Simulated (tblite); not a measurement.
# C7H8BrClO: the cost of one run

The runs use tblite 0.8.0 and PySCF 2.14.0, with density-fitted response routines of our own; the level of theory stands in each step. All values are computed, except where a source is named. Atoms count from 0, in the outputs and in this text.

## (1) Starting geometry

18 atoms, charge 0, multiplicity 1; geometry from: force field or distance geometry start.

Bonds of the start (Å): C0–C1 1.51, C1–O2 1.21, C1–C3 1.49, C3–C4 1.50, C4–C5 1.45, C5–C6 1.31, C6–C7 1.48, C7–Cl8 1.76, C7–Br9 1.94, C6–C3 1.45, C0–H10 1.09, C0–H11 1.08, C0–H12 1.12, C3–H13 1.13, C4–H14 1.12, C4–H15 1.11, C5–H16 1.11, C7–H17 1.09.

## (2) Geometry optimisation with GFN2-xTB

The job: settings as JSON, then the geometry in Å.

```
{"job": {"kind": "relax", "xc": "GFN2-xTB", "basis": "xTB"}, "charge": 0, "multiplicity": 1}
C      2.431600    -0.680200     0.451800
C      0.936100    -0.867400     0.396300
O      0.482100    -1.760200     1.068000
C      0.177700     0.071000    -0.473500
C      0.353800     1.488900    -0.033200
C     -1.087600     1.471700     0.148600
C     -1.243900     0.229800    -0.222600
C     -2.438900    -0.641100    -0.330600
Cl    -2.306300    -2.033400     0.738900
Br    -2.592500    -1.346600    -2.130100
H      2.747800    -0.855300     1.485200
H      2.939200    -1.311100    -0.268900
H      2.574600     0.419100     0.269000
H      0.470900    -0.097000    -1.551300
H      0.933300     1.595300     0.917200
H      0.751400     2.139200    -0.841000
H     -1.792700     2.255600     0.498000
H     -3.345200    -0.071800    -0.133500
```

Started as:

```bash
$ OMP_NUM_THREADS=1 python probes_run.py task.json out
```

This one command runs all jobs of the session in turn.

**Question.** How long does this first job take on 1 thread of Arm Neoverse V2, shared host?

About 1.3 s.
